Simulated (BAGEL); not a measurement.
**C2H6ClSi (SMILES C[Si](C)Cl): UHF/STO-3G (density fitting with qzvpp-jkfit)**

Aim: the energy change on altering one bond length of C2H6ClSi at UHF/STO-3G (density fitting with qzvpp-jkfit), from 2 runs. 

The calculation is run with BAGEL 1.2.2.

3 further runs of the same task are left out: 2 that didn't finish, 1 set aside as unsound or not needed. Runs told in other sessions of the task aren't counted.

## Step 1: The system as given

C2H6ClSi: 10 atoms, total charge 0, spin state doublet. SMILES: `C[Si](C)Cl`. The shape is that of a PBE0-D4/def2-TZVP optimisation.

Bond lengths: C1–Si2 1.870 Å, Si2–C3 1.870 Å, Si2–Cl4 2.075 Å, C1–H5 1.091 Å, C1–H6 1.093 Å, C1–H7 1.095 Å, C3–H8 1.093 Å, C3–H9 1.095 Å, C3–H10 1.091 Å. Some angles: C1–Si2–C3 112.2°, C1–Si2–Cl4 108.1°, C3–Si2–Cl4 108.1°, Si2–C1–H5 111.1°, Si2–C1–H6 110.2°, Si2–C1–H7 110.0°, Si2–C3–H8 110.2°, Si2–C3–H9 110.0°, Si2–C3–H10 111.1°, H5–C1–H6 108.5°.

## Step 2: The energy at UHF/STO-3G (density fitting with qzvpp-jkfit)

File calc.json:

```json
{ "bagel" : [

{
  "title" : "molecule",
  "basis" : "sto-3g",
  "df_basis" : "qzvpp-jkfit",
  "angstrom" : "true",
  "geometry" : [
    { "atom" : "C", "xyz" : [      -0.236500,       1.376200,      -0.713100 ] },
    { "atom" : "Si", "xyz" : [      -0.714400,      -0.381600,      -0.292200 ] },
    { "atom" : "C", "xyz" : [       0.293900,      -1.069300,       1.124100 ] },
    { "atom" : "Cl", "xyz" : [      -0.365700,      -1.561100,      -1.962800 ] },
    { "atom" : "H", "xyz" : [      -0.818600,       1.749800,      -1.556700 ] },
    { "atom" : "H", "xyz" : [      -0.409500,       2.030200,       0.145300 ] },
    { "atom" : "H", "xyz" : [       0.824700,       1.422200,      -0.978000 ] },
    { "atom" : "H", "xyz" : [       0.133100,      -0.473500,       2.026100 ] },
    { "atom" : "H", "xyz" : [       1.359100,      -1.041300,       0.873200 ] },
    { "atom" : "H", "xyz" : [       0.017200,      -2.102900,       1.337200 ] }
  ]
},

{ "title" : "uhf", "nopen" : 1 },

{ "title" : "print", "file" : "orbitals.molden", "orbitals" : "true" }

]}
```

Command:

```sh
$ BAGEL_NUM_THREADS=1 BAGEL calc.json > calc.out
```

Output:

```text
* using 1 threads per process

  ===============================================================
  ===============================================================

  *** Geometry ***

  { "atom" : "C", "xyz" : [     -0.446920,      2.600641,     -1.347564 ] },
  { "atom" : "Si", "xyz" : [     -1.350020,     -0.721119,     -0.552178 ] },
  { "atom" : "C", "xyz" : [      0.555391,     -2.020684,      2.124241 ] },
  { "atom" : "Cl", "xyz" : [     -0.691073,     -2.950051,     -3.709154 ] },
  { "atom" : "H", "xyz" : [     -1.546930,      3.306643,     -2.941737 ] },
  { "atom" : "H", "xyz" : [     -0.773843,      3.836522,      0.274577 ] },
  { "atom" : "H", "xyz" : [      1.558457,      2.687568,     -1.848152 ] },
  { "atom" : "H", "xyz" : [      0.251523,     -0.894785,      3.828774 ] },
  { "atom" : "H", "xyz" : [      2.568327,     -1.967772,      1.650109 ] },
  { "atom" : "H", "xyz" : [      0.032503,     -3.973905,      2.526942 ] },

  Number of auxiliary basis functions:      514

  Since a DF basis is specified, we compute 2- and 3-index integrals:
    o Being stored without compression. Storage requirement is 0.005 GB

  Number of basis functions:       34
  Number of electrons      :       49

    * METHOD: MOLECULE                             0.17

  *** Open-shell HF ***

  === Nuclear Repulsion ===
   207.0341288874

      * DIIS with orbital gradients will be used.

  === UHF iteration (sto-3g) ===
      0       -818.49310477          0.01435567           0.05
      1       -818.53574395          0.00364511           0.05
      2       -818.53920982          0.00131802           0.05
      3       -818.53996796          0.00033590           0.05
      4       -818.54006298          0.00012142           0.05
      5       -818.54009306          0.00002766           0.05
      6       -818.54009903          0.00000910           0.05
      7       -818.54010062          0.00000437           0.05
      8       -818.54010102          0.00000165           0.05
      9       -818.54010109          0.00000036           0.04
     10       -818.54010109          0.00000012           0.04
     11       -818.54010109          0.00000004           0.04
     12       -818.54010109          0.00000001           0.04
     13       -818.54010109          0.00000001           0.05
    * SCF iteration converged.

    * S^2 (UHF) is 0.7510

    * Permanent dipole moment:
           (    0.352397,    -0.726560,    -1.068741) a.u.

    * METHOD: UHF                                  0.72

    * METHOD: PRINT                                0.00

  ===============================================================
```

It took 1 s on 1 thread of Arm Neoverse V2, shared host.

## Step 3: The distorted shape, same level

File input.json:

```json
{ "bagel" : [

{
  "title" : "molecule",
  "basis" : "sto-3g",
  "df_basis" : "qzvpp-jkfit",
  "angstrom" : "true",
  "geometry" : [
    { "atom" : "C", "xyz" : [      -0.153493,       1.686267,      -0.777027 ] },
    { "atom" : "Si", "xyz" : [      -0.631393,      -0.071533,      -0.356127 ] },
    { "atom" : "C", "xyz" : [       0.376907,      -0.759233,       1.060173 ] },
    { "atom" : "Cl", "xyz" : [      -0.282693,      -1.251033,      -2.026727 ] },
    { "atom" : "H", "xyz" : [      -0.735593,       2.059867,      -1.620627 ] },
    { "atom" : "H", "xyz" : [      -0.326493,       2.340267,       0.081373 ] },
    { "atom" : "H", "xyz" : [       0.907707,       1.732267,      -1.041927 ] },
    { "atom" : "H", "xyz" : [       0.216107,      -0.163433,       1.962173 ] },
    { "atom" : "H", "xyz" : [       1.442107,      -0.731233,       0.809273 ] },
    { "atom" : "H", "xyz" : [       0.017200,      -2.102900,       1.337200 ] }
  ]
},

{ "title" : "uhf", "nopen" : 1 },

{ "title" : "print", "file" : "orbitals.molden", "orbitals" : "true" }

]}
```

Command:

```sh
$ BAGEL_NUM_THREADS=1 BAGEL input.json > input.out
```

Output:

```text
* using 1 threads per process

  ===============================================================
  ===============================================================

  *** Geometry ***

  { "atom" : "C", "xyz" : [     -0.290060,      3.186583,     -1.468368 ] },
  { "atom" : "Si", "xyz" : [     -1.193160,     -0.135178,     -0.672982 ] },
  { "atom" : "C", "xyz" : [      0.712251,     -1.434742,      2.003437 ] },
  { "atom" : "Cl", "xyz" : [     -0.534212,     -2.364110,     -3.829959 ] },
  { "atom" : "H", "xyz" : [     -1.390069,      3.892584,     -3.062541 ] },
  { "atom" : "H", "xyz" : [     -0.616982,      4.422464,      0.153773 ] },
  { "atom" : "H", "xyz" : [      1.715318,      3.273510,     -1.968957 ] },
  { "atom" : "H", "xyz" : [      0.408383,     -0.308844,      3.707970 ] },
  { "atom" : "H", "xyz" : [      2.725187,     -1.381830,      1.529304 ] },
  { "atom" : "H", "xyz" : [      0.032503,     -3.973905,      2.526942 ] },

  Number of auxiliary basis functions:      514

  Since a DF basis is specified, we compute 2- and 3-index integrals:
    o Being stored without compression. Storage requirement is 0.005 GB

  Number of basis functions:       34
  Number of electrons      :       49

    * METHOD: MOLECULE                             0.17

  *** Open-shell HF ***

  === Nuclear Repulsion ===
   205.8513318402

      * DIIS with orbital gradients will be used.

  === UHF iteration (sto-3g) ===
      0       -818.42885902          0.01572355           0.05
      1       -818.47518670          0.00418243           0.04
      2       -818.47897724          0.00143778           0.04
      3       -818.47969794          0.00057418           0.05
      4       -818.47985494          0.00016378           0.05
      5       -818.47989781          0.00004027           0.04
      6       -818.47990535          0.00001182           0.04
      7       -818.47990698          0.00000598           0.04
      8       -818.47990764          0.00000302           0.04
      9       -818.47990783          0.00000123           0.04
     10       -818.47990787          0.00000041           0.05
     11       -818.47990789          0.00000022           0.05
     12       -818.47990790          0.00000016           0.04
     13       -818.47990790          0.00000013           0.04
     14       -818.47990791          0.00000010           0.04
     15       -818.47990791          0.00000006           0.04
     16       -818.47990791          0.00000003           0.04
     17       -818.47990791          0.00000001           0.04
     18       -818.47990791          0.00000000           0.04
    * SCF iteration converged.

    * S^2 (UHF) is 0.7511

    * Permanent dipole moment:
           (    0.338950,    -0.777588,    -1.054426) a.u.

    * METHOD: UHF                                  0.92

    * METHOD: PRINT                                0.00

  ===============================================================
```

Run time: 1.2 s. Hardware: 1 thread of Arm Neoverse V2, shared host.

## Step 4: Outcome

At UHF/STO-3G (density fitting with qzvpp-jkfit):

```
                                                          quantity          value
                                         first shape: total energy  -818.54010 Eh
                                        first shape: dipole moment         3.40 D
                                                 first shape: ⟨S²⟩          0.751
                                     distorted shape: total energy  -818.47991 Eh
                                    distorted shape: dipole moment         3.44 D
                                             distorted shape: ⟨S²⟩          0.751
energy change with the C3–H10 bond stretched from 1.091 to 1.418 Å       1.638 eV
```

**Reading.** With the C3–H10 bond stretched from 1.091 to 1.418 Å the energy rises by 1.64 eV (158 kJ/mol). The first shape isn't relaxed at this level, so the change isn't measured from a minimum. The minimal basis adds a large error of its own.
